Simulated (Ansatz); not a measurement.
# C12H10: how energies converge with the basis set

How large a basis does C12H10 need? Two functionals are run in growing sets.

Computed with Ansatz 0.2.0, Gaussian basis. Level: one geometry, several basis sets.

Plan: PBE0-D4/def2-SVP; ωB97M-V/def2-SVP; PBE0-D4/def2-QZVPP; ωB97M-V/def2-QZVPP; the functionals' def2-TZVPP values are taken from earlier runs.

## (1) Structure used throughout

The geometry comes from an earlier relaxation with PBE0-D4 in a triple-zeta def2 set; it is a stationary point, not always the lowest conformer.

22 atoms, charge 0, spin multiplicity 1.

Atoms are counted from 1 here; the program's logs count them from 0.

Bond lengths: C1–C2 1.387 Å, C1–C12 1.387 Å, C1–H13 1.084 Å, C2–C3 1.385 Å, C2–H14 1.084 Å, C3–C4 1.395 Å, C3–H15 1.084 Å, C4–C5 1.474 Å, C4–C11 1.395 Å, C5–C6 1.395 Å, C5–C10 1.395 Å, C6–C7 1.385 Å, C6–H16 1.084 Å, C7–C8 1.387 Å, C7–H17 1.084 Å, C8–C9 1.387 Å, C8–H18 1.084 Å, C9–C10 1.385 Å and more. Angles: C2–C1–C12 119.5°, C2–C1–H13 120.3°, C12–C1–H13 120.3°, C1–C2–C3 120.2°, C1–C2–H14 120.1°, C3–C2–H14 119.7°, C2–C3–C4 120.9°, C2–C3–H15 119.7°, C4–C3–H15 119.4°, C3–C4–C5 120.9°, C3–C4–C11 118.3°, C5–C4–C11 120.9°, C4–C5–C6 120.9°, C4–C5–C10 120.9°, C6–C5–C10 118.3°, C5–C6–C7 120.9°, C5–C6–H16 119.4°, C7–C6–H16 119.7° and more.

## (2) PBE0-D4 in def2-SVP

in.yaml reads:

```yaml
crystal:
  periodic: [false, false, false]
  atoms:
    - {symbol: C, position_ang: [1.957544, -1.836242, -2.297785]}
    - {symbol: C, position_ang: [1.346649, -2.479033, -1.231288]}
    - {symbol: C, position_ang: [0.577791, -1.759863, -0.331365]}
    - {symbol: C, position_ang: [0.404027, -0.383779, -0.477882]}
    - {symbol: C, position_ang: [-0.414012, 0.381061, 0.480484]}
    - {symbol: C, position_ang: [-1.587011, -0.157453, 1.009030]}
    - {symbol: C, position_ang: [-2.356269, 0.560861, 1.909275]}
    - {symbol: C, position_ang: [-1.967442, 1.833503, 2.300462]}
    - {symbol: C, position_ang: [-0.802863, 2.380824, 1.782774]}
    - {symbol: C, position_ang: [-0.034860, 1.661808, 0.882010]}
    - {symbol: C, position_ang: [1.024163, 0.250064, -1.554442]}
    - {symbol: C, position_ang: [1.792630, -0.468114, -2.455467]}
    - {symbol: H, position_ang: [2.559067, -2.398595, -3.002507]}
    - {symbol: H, position_ang: [1.476336, -3.546595, -1.093866]}
    - {symbol: H, position_ang: [0.124364, -2.266021, 0.513414]}
    - {symbol: H, position_ang: [-1.911302, -1.141454, 0.689629]}
    - {symbol: H, position_ang: [-3.269444, 0.127383, 2.301200]}
    - {symbol: H, position_ang: [-2.568946, 2.395858, 3.005197]}
    - {symbol: H, position_ang: [-0.485322, 3.371264, 2.088696]}
    - {symbol: H, position_ang: [0.886896, 2.087167, 0.501383]}
    - {symbol: H, position_ang: [0.880123, 1.314836, -1.699200]}
    - {symbol: H, position_ang: [2.258584, 0.042522, -3.290651]}
basis:
  gaussian: {orbitals: def2-SVP}
hamiltonian: {xc: pbe0, dispersion: d4}
output: {orbitals: {seedname: orbitals}}
```

Run with:

```sh
$ ansatz run in.yaml --threads 4 --pin off --events-out ev --progress --plain --max-ram 66560MiB --backend cpu
```

The runs that follow: ωB97M-V in def2-SVP; PBE0-D4 in def2-QZVPP; ωB97M-V in def2-QZVPP.

**Question.** What will the summary of the whole plan be? Wanted: PBE0-D4: double and triple zeta above quadruple; ωB97M-V: double and triple zeta above quadruple.

**Answer**, as computed:

```
                                       quantity           value
PBE0-D4: double and triple zeta above quadruple  13.87, 0.64 eV
ωB97M-V: double and triple zeta above quadruple  14.39, 0.59 eV
```

In words: PBE0-D4 gains 13.23 eV from double to triple zeta, then 0.64 eV more. Total energies overstate the basis error of differences, where much of it tends to cancel.
